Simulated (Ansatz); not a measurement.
# TaTiN: the cost of one run

Method: DFT PBE, scalar-relativistic, plane waves, PAW, in Ansatz 0.2.0.

2 further runs of the same task are left out: 1 that didn't finish, 1 set aside as unsound or not needed.

## 1. Starting point

The structure is tetragonal, space group P4/mmm (No. 123). Conventional cell: a = 3.193 Å, b = 3.193 Å, c = 4.414 Å, α = 90.00°, β = 90.00°, γ = 90.00°. Ti (site symmetry 4/mmm) is surrounded by 2 Ta at 2.21 Å and 4 N at 2.26 Å. Ta (site symmetry 4/mmm) has 2 Ti at 2.21 Å in its first shell of neighbours. N (site symmetry 4/mmm) is surrounded by 4 Ti at 2.26 Å.

Structure file:

```
CELL_PARAMETERS angstrom
3.19285 0.00000 0.00000
0.00000 3.19285 0.00000
0.00000 0.00000 4.41362
ATOMIC_POSITIONS crystal
Ti 0.50000 0.50000 0.50000
Ta 0.50000 0.50000 0.00000
N 0.00000 0.00000 0.50000
```

The cell is invented: random cell by space group and Wyckoff sites (P4/mmm, No. 123). Its size is a rough estimate.

## 2. The guess as it stands, on a coarse mesh

File input.yaml:

```yaml
crystal:
  lattice:
    - [3.19284646, 0.0, 0.0]
    - [0.0, 3.19284646, 0.0]
    - [0.0, 0.0, 4.41361691]
  atoms:
    - { symbol: Ti, position: [0.5, 0.5, 0.5], spin: 1.0 }
    - { symbol: Ta, position: [0.5, 0.5, 0.0] }
    - { symbol: "N", position: [0.0, 0.0, 0.5] }
basis:
  ecutwfc: 420
kpoints:
  mp_grid: { grid: [6, 6, 4] }
hamiltonian:
  xc: pbe
scf:
  occupations: { method: gaussian, width: 0.1 }
  lower_state_search: "off"
output:
  forces: true
  stress: true
  eigenvalues: true
  populations: true
magnetization:
  spin_polarized: true
```

The run is started by

```console
$ ansatz run input.yaml --threads 1 --pin off --max-ram 2560MiB --backend cpu --events-out ev --progress --plain --runs-dir out
```

**Question.** How long does this run take on 1 thread of AMD EPYC (Zen 3), shared host, and how much memory does it need?

About 14 s, with a peak of 0.37 GiB.
